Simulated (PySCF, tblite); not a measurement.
# C7H16BNO: geometry, infrared bands and NMR shifts

What infrared bands and NMR shifts should C7H16BNO (`COCCB(C)N=C(C)C`) show?

Programs: tblite 0.8.0 and PySCF 2.14.0, with density-fitted response routines of our own. Each step states its level of theory. These are calculated values for one molecule in the gas phase, unless marked as measured. Atoms count from 0, in the outputs and in this text.

**1. The starting structure**

26 atoms, charge 0, multiplicity 1; geometry from: force field or distance geometry start.

Bonds of the start (Å): C0–O1 1.40, O1–C2 1.42, C2–C3 1.51, C3–B4 1.60, B4–C5 1.59, B4–N6 1.53, N6–C7 1.30, C7–C8 1.50, C7–C9 1.50, C0–H10 1.11, C0–H11 1.11, C0–H12 1.12, C2–H13 1.12, C2–H14 1.10, C3–H15 1.12, C3–H16 1.12, C5–H17 1.11, C5–H18 1.11, C5–H19 1.11, C8–H20 1.12, C8–H21 1.11, C8–H22 1.10, C9–H23 1.11, C9–H24 1.12, C9–H25 1.11.

**2. Optimising the geometry with GFN2-xTB**

What the job is given:

```
{"job": {"kind": "relax", "xc": "GFN2-xTB", "basis": "xTB"}, "charge": 0, "multiplicity": 1}
C     -4.177600    -0.361400    -0.985500
O     -3.480900    -0.297000     0.222300
C     -2.109600    -0.018700    -0.027400
C     -1.360700     0.054100     1.285000
B      0.188400     0.367700     1.063500
C      0.818000     1.653600     1.764400
N      1.043000    -0.714700     0.408200
C      2.220800    -0.625500    -0.126100
C      2.948900     0.676100    -0.315000
C      2.821500    -1.895900    -0.660000
H     -3.803000    -1.173000    -1.641100
H     -4.157600     0.615100    -1.515000
H     -5.254500    -0.582600    -0.752800
H     -2.017100     0.969100    -0.547800
H     -1.672600    -0.804800    -0.664900
H     -1.821300     0.825300     1.953000
H     -1.440900    -0.927700     1.817900
H      1.666900     1.338300     2.414800
H      1.168000     2.387600     1.014700
H      0.071700     2.159600     2.409300
H      2.284100     1.415700    -0.829300
H      3.272200     1.079500     0.665900
H      3.857600     0.558500    -0.929100
H      2.937400    -2.633500     0.161500
H      3.824800    -1.710900    -1.112700
H      2.151300    -2.331800    -1.433900
```

On the command line:

```bash
$ OMP_NUM_THREADS=1 python probes_run.py task.json out
```

One launch serves the whole session: the jobs run in the order shown.

**Question.** This job is followed by: GFN2-xTB harmonic vibrations, gas phase; GIAO PBE0/pcSseg-1 NMR shielding, non-relativistic, gas phase. What will the session give for the following? strongest single infrared mode (GFN2-xTB); zero-point energy (GFN2-xTB); 13C shifts against TMS (PBE0/pcSseg-1, means over atoms taken as alike); 1H shifts against TMS (PBE0/pcSseg-1, means over atoms taken as alike); 17O shifts against H2O (PBE0/pcSseg-1); 11B shifts against BF3·OEt2 (PBE0/pcSseg-1); 15N shifts against NH3 (PBE0/pcSseg-1).

The runs gave:

| quantity | value |
| --- | --- |
| strongest single infrared mode (GFN2-xTB) | 1935 cm⁻¹, 179 km/mol |
| zero-point energy (GFN2-xTB) | 139.1 kcal/mol |
| 13C shifts against TMS (PBE0/pcSseg-1, means over atoms taken as alike) | 154.3, 76.7, 61.1, 29.6, 24.3, 4.6 ppm |
| 1H shifts against TMS (PBE0/pcSseg-1, means over atoms taken as alike) | 3.45, 3.16, 1.98, 1.31, 0.34 ppm |
| 17O shifts against H2O (PBE0/pcSseg-1) | 34.7 ppm |
| 11B shifts against BF3·OEt2 (PBE0/pcSseg-1) | 25.0 ppm |
| 15N shifts against NH3 (PBE0/pcSseg-1) | 386.2 ppm |

Over 171 steps the energy fell by 1.264 eV; of the close pairs, B4–N6 changed most, 1.527 to 1.343 Å. All 72 modes are real, so the xTB geometry is a minimum. The strongest single mode, at 1935 cm⁻¹, moves mainly N6 and C7. Unscaled tight-binding wavenumbers are off by several per cent, some by more. Its intensities can rank the bands wrongly. H10, H11, H12 (mean) (hydrogen on a methyl carbon bonded to O) lies farthest downfield among hydrogen, at 3.45 ppm; its carbon carries O, which withdraws density. At PBE0/pcSseg-1: Shielding is most anisotropic at N6 (span 296 ppm, paramagnetic term -445 ppm).
